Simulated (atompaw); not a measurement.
# Cu: the cost of one run

The numbers are computed with atompaw 4.2.0.5 (PBE, scalar-relativistic, spin-unpolarised reference atom).

### 1 Settings

The settings as typed:

```json
{"element": "copper (Cu, Z = 29)", "type": "PAW", "frozen core": "[Ne] 3s2", "valence charge": "17", "reference configuration": "3p6 3d10 4s1 4p0", "partial waves": "4s (bound): rc 2.75 bohr; 4s channel at 0.25 Ry: rc 2.75 bohr; 3p (bound): rc 0.85 bohr; 4p (bound, empty): rc 2.75 bohr; 3d (bound): rc 1.00 bohr; 3d channel at 0.7 Ry: rc 1.00 bohr", "local potential": "bessel scheme, radius 2.10 bohr", "core correction": "smooth core density matched at 1.75 bohr", "augmentation charge": "besselshape compensation charge, radius 2.60 bohr; PAW radius 2.75 bohr; waves and projectors: custom rrkj gramschmidtortho"}
```

An earlier all-electron run gives the scale for the radii.

All-electron outer shells of the reference configuration (PBE, scalar-relativistic, ld1.x):

```tsv
shell	level (eV)	outermost node (bohr)	outermost maximum (bohr)
2p	-916.98	–	0.16
3s	-114.70	0.29	0.61
3p	-72.14	0.26	0.62
3d	-5.04	–	0.60
4s	-4.61	0.89	2.27
4p	-0.70	0.97	3.65
```

### 2 Generation

Cu.input reads:

```
Cu 29
GGA-PBE scalarrelativistic loggrid 1500 logderivrange -7 5 301
4 4 3 0 0 0
4 0 1
4 1 0
0 0 0
c
c
c
v
c
v
v
v
2
2.75 2.60 2.10 1.75
y
0.25
n
n
y
0.7
n
custom rrkj gramschmidtortho besselshape
bessel
2.75
2.75
0.85
2.75
1.00
1.00
PWSCFOUT
UPFDX 0.0125d0 UPFXMIN -7.d0 UPFZMESH 29.d0
END
```

Started as:

```
$ atompaw < Cu.input > Cu.log
```

**Question.** How long does this run take on 1 thread of Intel Xeon Platinum 8259CL at 2.50GHz, shared host?

About 17 s.
